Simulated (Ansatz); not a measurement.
Run this with Ansatz 0.2.0, Python API and show what comes out.

Input file `lipb.cif`:
```cif
data_LiPb
_cell_length_a 3.522000
_cell_length_b 3.522000
_cell_length_c 3.522000
_cell_angle_alpha 90.00000
_cell_angle_beta 90.00000
_cell_angle_gamma 90.00000
_symmetry_space_group_name_H-M 'P 1'
_symmetry_Int_Tables_number 1
loop_
_symmetry_equiv_pos_as_xyz
'x, y, z'
loop_
_atom_site_label
_atom_site_type_symbol
_atom_site_fract_x
_atom_site_fract_y
_atom_site_fract_z
Li1 Li    0.500000    0.500000    0.500000
Pb2 Pb    0.000000    0.000000    0.000000
```

Script `lipb_vacuum.py`:
```python
# -*- coding: utf-8 -*-
"""Surface of LiPb against the width of the vacuum."""

import warnings

import ansatz as az
from ase.build import surface
from ase.io import read
import numpy as np
import pandas as pd

warnings.simplefilter("ignore", az.DeckWarning)

atoms = read("lipb.cif")
# the plane is named in the basis of this cell
rows = []
for value in [3.0, 4.0, 5.0, 6.5, 8.0]:
    slab = surface(atoms, (1, 1, 0), 3, vacuum=value)
    slab.pbc = True
    calculation = (
        az.Crystal.from_ase(slab).calculation()
        .functional("lda")
        .occupations("fermi_dirac", width=0.05)
        .kpoints(4, 5, 1)
        .electric_field(axis=3, dipole_correction=True)
    )
    r = calculation.run().report
    face = r["work_function"]
    rows.append((value, len(slab), r["free_energy_ev"], face["dipole_moment_e_ang"], face.get("phi_plus_ev"), face.get("phi_minus_ev")))

print(pd.DataFrame(rows, columns=["vacuum each side (A)", "atoms", "F (eV)", "dipole (e A)", "phi upper (eV)", "phi lower (eV)"]).round(4).to_string(index=False))
```

```console
$ python lipb_vacuum.py
RunWarning: efield: at this solve's end the planar-averaged density reaches 2.88e-2 e/Å³ inside the ramp window [0.8589, 0.1411] (bound 1e-5 e/Å³); the window's nearer edge stands 1.45 Å from this solve's nearest atom along the axis. Its work functions, free energy, forces, stress, dipole, levels and responses can be [...]
 vacuum each side (A)  atoms      F (eV)  dipole (e A)  phi upper (eV)  phi lower (eV)
                  3.0      6 -35412.6218          -0.0          3.5344          3.7137
                  4.0      6 -35412.6156          -0.0          4.1051          4.1281
                  5.0      6 -35412.6172           0.0          4.1840          4.1872
                  6.5      6 -35412.6175          -0.0          4.1973          4.1974
                  8.0      6 -35412.6175          -0.0          4.1978          4.1978
```
(Warnings from the package without file and line, shortened, repeats left out.)

Caveats:
- Absolute energies stand on the zero of these potentials, so only differences at equal settings mean something. A total without «per atom» is that of the cell as typed.
- The density doesn't vanish in the vacuum (a short gap or a low cutoff), which blurs the vacuum level.
- The mesh is modest for a metal, so energies can be off by several to tens of meV an atom and pressures by half a GPa or more; differences at equal mesh fare better.
- Spin-orbit coupling, which matters for elements this heavy, is left out.
- The structure is a deposited one; some such entries were measured under pressure or heat, so a shift against it needn't be the functional's error alone.
- The slabs are thin, unrelaxed cuts of the structure as given, on a modest mesh, so the surface energy isn't converged; Miller indices refer to the cell as typed, and unlike faces give only a mean.
- The script silences the warnings on its input, which a real study should read.
- The whole script took 48 s on 1 thread of Arm Neoverse N1, with other jobs on the host, peak memory 0.57 GiB.
